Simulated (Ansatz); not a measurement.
# C2H7Ge: the cost of one run

The runs use Ansatz 0.2.0, Gaussian basis; the settings change from run to run.

## Step 1: The molecule

An earlier PBE0-D4 in a triple-zeta def2 set relaxation fixed the geometry.

SMILES `[CH2][GeH2][CH3]`, 10 atoms, charge 0, spin multiplicity 2.

Atoms are counted from 1 here; the program's logs count them from 0.

Bond lengths: C1–Ge2 1.923 Å, C1–H4 1.085 Å, C1–H5 1.084 Å, Ge2–C3 1.953 Å, Ge2–H6 1.542 Å, Ge2–H7 1.547 Å, C3–H8 1.091 Å, C3–H9 1.091 Å, C3–H10 1.091 Å. Angles: Ge2–C1–H4 121.8°, Ge2–C1–H5 122.5°, H4–C1–H5 115.6°, C1–Ge2–C3 110.3°, C1–Ge2–H6 109.2°, C1–Ge2–H7 109.9°, C3–Ge2–H6 110.7°, C3–Ge2–H7 109.2°, H6–Ge2–H7 107.5°, Ge2–C3–H8 110.3°, Ge2–C3–H9 110.5°, Ge2–C3–H10 110.1°, H8–C3–H9 108.7°, H8–C3–H10 108.7°, H9–C3–H10 108.5°.

## Step 2: HSE06/def2-mTZVPP

Options: multiplicity 4, atoms shaken by 0.15 Å, D4 dispersion.

File in.yaml:

```yaml
crystal:
  periodic: [false, false, false]
  atoms:
    - {symbol: C, position_ang: [-1.322805, 0.155243, -1.340331]}
    - {symbol: Ge, position_ang: [0.145120, 0.817310, 0.122613]}
    - {symbol: C, position_ang: [0.550969, -0.800322, 0.862120]}
    - {symbol: H, position_ang: [-1.399175, -0.871373, -1.681764]}
    - {symbol: H, position_ang: [-2.137432, 0.888481, -1.394096]}
    - {symbol: H, position_ang: [-0.256443, 1.712305, 0.947662]}
    - {symbol: H, position_ang: [1.241585, 1.648954, -0.454440]}
    - {symbol: H, position_ang: [0.263402, -1.295757, 0.909747]}
    - {symbol: H, position_ang: [1.767747, -0.677860, 1.468509]}
    - {symbol: H, position_ang: [1.146185, -1.649445, 0.020214]}
basis:
  gaussian: {orbitals: def2-mTZVPP}
magnetization: {spin_polarized: true, initial_magnetization: 3}
hamiltonian: {xc: {name: HSE06}, dispersion: d4}
output: {forces: true}
```

Launch:

```sh
$ ansatz run in.yaml --threads 4 --pin off --events-out ev --progress --plain --max-ram 10444MiB
```

Q: Estimate wall time and peak memory on 4 threads of Arm Neoverse V1, shared host.

About 4.5 s, with a peak of 0.31 GiB.
